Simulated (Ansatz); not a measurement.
# Alloy of SnO2 and TiO2 (9 of 24 Sn sites exchanged), 72 atoms

Aim: relax the alloy cell and compare the gap by PBEsol, HSE06 and r²SCAN.

All numbers are computed with Ansatz 0.2.0 (PAW, plane waves).

## 1. Starting point

72 atoms (15 Sn, 9 Ti, 48 O); a = 9.403 Å, b = 9.403 Å, c = 9.325 Å, α = 90.00°, β = 90.00°, γ = 90.00°. All atoms were shaken off their sites by about 0.02 Å along each axis.

The runs, in order: (2) PBEsol cell relaxation at the single k point (¼, ¼, ¼), on 7 threads of Arm Neoverse-V2; (3) HSE06 single point at the Γ point alone, on 7 threads of Arm Neoverse-V2; (4) r²SCAN single point at the Γ point alone, on 7 threads of Arm Neoverse-V2.

## 2. Relaxing cell and atoms with PBEsol

Input file in.yaml:

```yaml
crystal:
  lattice:
    - [9.403092, 0.000000, 0.000000]
    - [0.000000, 9.403092, 0.000000]
    - [0.000000, 0.000000, 9.324821]
  atoms:
    - { symbol: Sn, position: [0.001371, 0.004885, 0.996909] }
    - { symbol: Sn, position: [0.001240, 0.998022, 0.667299] }
    - { symbol: Sn, position: [0.996716, 0.504225, 0.336007] }
    - { symbol: Sn, position: [0.497373, 0.996645, 0.003387] }
    - { symbol: Sn, position: [0.500092, 0.000735, 0.664260] }
    - { symbol: Sn, position: [0.502594, 0.502273, 0.997675] }
    - { symbol: Sn, position: [0.503669, 0.494974, 0.331617] }
    - { symbol: Sn, position: [0.502751, 0.499913, 0.667971] }
    - { symbol: Sn, position: [0.250776, 0.251344, 0.165409] }
    - { symbol: Sn, position: [0.248189, 0.250760, 0.498315] }
    - { symbol: Sn, position: [0.253744, 0.250259, 0.832395] }
    - { symbol: Sn, position: [0.249063, 0.748700, 0.165397] }
    - { symbol: Sn, position: [0.251163, 0.749123, 0.835812] }
    - { symbol: Sn, position: [0.750898, 0.249968, 0.830883] }
    - { symbol: Sn, position: [0.747911, 0.749666, 0.499749] }
    - { symbol: Ti, position: [0.998417, 0.998378, 0.331668] }
    - { symbol: Ti, position: [0.997819, 0.497059, 0.005606] }
    - { symbol: Ti, position: [0.000963, 0.501271, 0.666401] }
    - { symbol: Ti, position: [0.499005, 0.999031, 0.330494] }
    - { symbol: Ti, position: [0.249905, 0.751891, 0.498838] }
    - { symbol: Ti, position: [0.750851, 0.251646, 0.166031] }
    - { symbol: Ti, position: [0.748913, 0.249792, 0.500779] }
    - { symbol: Ti, position: [0.751438, 0.749408, 0.164458] }
    - { symbol: Ti, position: [0.752934, 0.746341, 0.828849] }
    - { symbol: O, position: [0.153414, 0.152306, 0.002195] }
    - { symbol: O, position: [0.150088, 0.152994, 0.332850] }
    - { symbol: O, position: [0.155971, 0.149715, 0.664181] }
    - { symbol: O, position: [0.152913, 0.652605, 0.002952] }
    - { symbol: O, position: [0.151051, 0.651575, 0.333240] }
    - { symbol: O, position: [0.150966, 0.649738, 0.668487] }
    - { symbol: O, position: [0.653488, 0.151222, 0.001444] }
    - { symbol: O, position: [0.653651, 0.156808, 0.331919] }
    - { symbol: O, position: [0.648654, 0.152775, 0.667000] }
    - { symbol: O, position: [0.657063, 0.653391, 0.998380] }
    - { symbol: O, position: [0.650650, 0.653922, 0.335947] }
    - { symbol: O, position: [0.656083, 0.652622, 0.665798] }
    - { symbol: O, position: [0.349894, 0.343885, 0.996437] }
    - { symbol: O, position: [0.347463, 0.351791, 0.331831] }
    - { symbol: O, position: [0.348743, 0.344488, 0.663682] }
    - { symbol: O, position: [0.348483, 0.848593, 0.000202] }
    - { symbol: O, position: [0.347222, 0.851461, 0.331664] }
    - { symbol: O, position: [0.348076, 0.846547, 0.667107] }
    - { symbol: O, position: [0.844662, 0.347322, 0.000123] }
    - { symbol: O, position: [0.843115, 0.347459, 0.333754] }
    - { symbol: O, position: [0.847587, 0.346899, 0.667369] }
    - { symbol: O, position: [0.845576, 0.843040, 0.000153] }
    - { symbol: O, position: [0.843510, 0.847044, 0.334138] }
    - { symbol: O, position: [0.847351, 0.844409, 0.664815] }
    - { symbol: O, position: [0.098356, 0.402089, 0.163818] }
    - { symbol: O, position: [0.096473, 0.400783, 0.500758] }
    - { symbol: O, position: [0.092536, 0.398806, 0.833954] }
    - { symbol: O, position: [0.098416, 0.902331, 0.168177] }
    - { symbol: O, position: [0.096709, 0.898635, 0.498798] }
    - { symbol: O, position: [0.097973, 0.902321, 0.832472] }
    - { symbol: O, position: [0.601507, 0.401724, 0.166978] }
    - { symbol: O, position: [0.599689, 0.403046, 0.503215] }
    - { symbol: O, position: [0.596576, 0.402575, 0.831114] }
    - { symbol: O, position: [0.598790, 0.899423, 0.168000] }
    - { symbol: O, position: [0.594167, 0.904575, 0.498889] }
    - { symbol: O, position: [0.598594, 0.902689, 0.832804] }
    - { symbol: O, position: [0.400570, 0.094427, 0.168256] }
    - { symbol: O, position: [0.400172, 0.092341, 0.499097] }
    - { symbol: O, position: [0.401953, 0.099114, 0.831247] }
    - { symbol: O, position: [0.403382, 0.595984, 0.164129] }
    - { symbol: O, position: [0.399390, 0.598546, 0.498420] }
    - { symbol: O, position: [0.400456, 0.598784, 0.833148] }
    - { symbol: O, position: [0.901273, 0.099520, 0.164051] }
    - { symbol: O, position: [0.904096, 0.099924, 0.500007] }
    - { symbol: O, position: [0.906037, 0.097952, 0.831879] }
    - { symbol: O, position: [0.899289, 0.595533, 0.165500] }
    - { symbol: O, position: [0.900875, 0.598356, 0.501201] }
    - { symbol: O, position: [0.903055, 0.596204, 0.835208] }
  symmetry: { detect: false }
kpoints:
  mp_grid: { grid: [1, 1, 1], shift: [0.25, 0.25, 0.25] }
hamiltonian:
  xc: pbesol
scf:
  occupations: { method: fermi_dirac, width: 0.01 }
relax:
  f_tol: 0.03
  max_steps: 80
  escape_saddle: false
  adjacent_minimum: "off"
  cell: { fix: [alpha, beta, gamma] }
output:
  forces: true
  eigenvalues: true
  populations: true
```

Further steps of the session: HSE06 on the final geometry; Single point with r²SCAN.

What does the calculation give? Wanted: for each run, top filled to lowest empty.

As calculated:

```
             level                     time   k points  top filled to lowest empty (eV)
PBEsol, relaxation  2.4 min (7 CPU threads)  (¼, ¼, ¼)                             2.38
             HSE06  5.2 min (7 CPU threads)          Γ                             3.80
            r²SCAN     32 s (7 CPU threads)          Γ                             2.56
```

| quantity | value |
| --- | --- |
| relaxation | 10 recorded steps, 2.91 eV gained |
| largest shift | 0.17 Å (Ti22) |
| relaxed cell | a = 9.420 Å, b = 9.413 Å, c = 9.351 Å, α = 90.00°, β = 90.00°, γ = 90.00° |
| mean bonds | O–Sn 2.061, O–Ti 1.979 Å |

Relaxation gains 2.91 eV, with shifts up to 0.17 Å (Ti22), while the volume changes by +0.6 %. The mean lengths of the listed bonds run from O–Ti 1.98 Å to O–Sn 2.06 Å. At the same k points, r²SCAN gives a spacing 1.23 eV smaller than the 3.80 eV of HSE06. Rows on different k points differ by sampling as well as by level. Exact exchange costs time: HSE06 ran about 9.7 times as long as r²SCAN on the same kind of device. With one k point the spacing samples only the states that fold onto it, so it can exceed the gap over the zone.
